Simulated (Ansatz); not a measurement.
Debugging a scan of one input key of Al₂Pt, space group Fm-3m (Ansatz 0.2.0, Python API).

The script, `edit_al2pt.py`:
```python
import ansatz as az

lattice = az.Lattice.of(
    (0.0, 2.955, 2.955),
    (2.955, 0.0, 2.955),
    (2.955, 2.955, 0.0),
)
sites = [
    ('Al', (0.25, 0.25, 0.25)),
    ('Al', (0.75, 0.75, 0.75)),
    ('Pt', (0.0, 0.0, 0.0)),
]
crystal = az.Crystal(lattice=lattice)
for symbol, position in sites:
    crystal = crystal.atom(symbol, position)

job = (
    crystal.calculation()
    .functional('r2scan')
    .basis(530)
    .occupations('Fermi-Dirac', width=0.1)
    .kpoints(length=20)
    .pseudopotentials('paw')
    .band_table()
)
typed = job.input()
rows = []
for value in [2, 6, 12]:
    edited = typed.set(az.key.scf.n_extra_bands, value)
    report = az.Session.from_dict(edited).plan().execute().report()
    rows.append((value, report['free_energy_ev'], report['n_iterations'], len(report['eigenvalues_ev'][0]) if 'eigenvalues_ev' in report else 0))
print('   extra bands            F eV      iterations    bands listed')
for row in rows:
    print(f'{str(row[0]):>14s}  {row[1]:14.5f}  {row[2]:14d}  {row[3]:14d}')
print(edited.to_yaml())
```

Running `python edit_al2pt.py` prints:
```text
Traceback (most recent call last):
  File "edit_al2pt.py", line 30, in <module>
    report = az.Session.from_dict(edited).plan().execute().report()
TypeError: 'dict' object is not callable
```

What is wrong, and how is it mended?

The fault: report is a dict, not a method. Mended:

```diff
--- before
+++ after
@@ -29,3 +29,3 @@
     edited = typed.set(az.key.scf.n_extra_bands, value)
-    report = az.Session.from_dict(edited).plan().execute().report()
+    report = az.Session.from_dict(edited).plan().execute().report
     rows.append((value, report['free_energy_ev'], report['n_iterations'], len(report['eigenvalues_ev'][0]) if 'eigenvalues_ev' in report else 0))
```

The mended script runs so:

```console
$ python edit_al2pt.py
   extra bands            F eV      iterations    bands listed
             2    -13620.53654               7              14
             6    -13620.53654               7              18
            12    -13620.53654               7              24
crystal:
  lattice:
    - [0.0, 2.955, 2.955]
    - [2.955, 0.0, 2.955]
    - [2.955, 2.955, 0.0]
  atoms:
    - { symbol: Al, position: [0.25, 0.25, 0.25] }
    - { symbol: Al, position: [0.75, 0.75, 0.75] }
    - { symbol: Pt, position: [0.0, 0.0, 0.0] }
basis:
  ecutwfc: 530.0
kpoints:
  mp_grid:
    grid: [6, 6, 6]
hamiltonian:
  xc: r2scan
  pseudopotentials:
    kind: paw
scf:
  occupations:
    method: fermi_dirac
    width: 0.1
  n_extra_bands: 12
output:
  eigenvalues: true
```

What to keep in mind:
- Absolute energies stand on the zero of these potentials, so only differences at equal settings mean something. A total without «per atom» is that of the cell as typed.
- The mesh is modest for a metal, so energies can be off by several to tens of meV an atom and pressures by half a GPa or more; differences at equal mesh fare better.
- Spin-orbit coupling, which matters for elements this heavy, is left out.
- The starting cell is as deposited in a crystallographic database; the results hold for this polymorph, which needn't be the stable one.
- It ran for 9 s on 1 thread of Intel(R) Xeon(R) Platinum 8488C (Sapphire Rapids), with other jobs on the host, peak memory 0.48 GiB.

(Lines on the test bed's own set-up are left out of the output.)
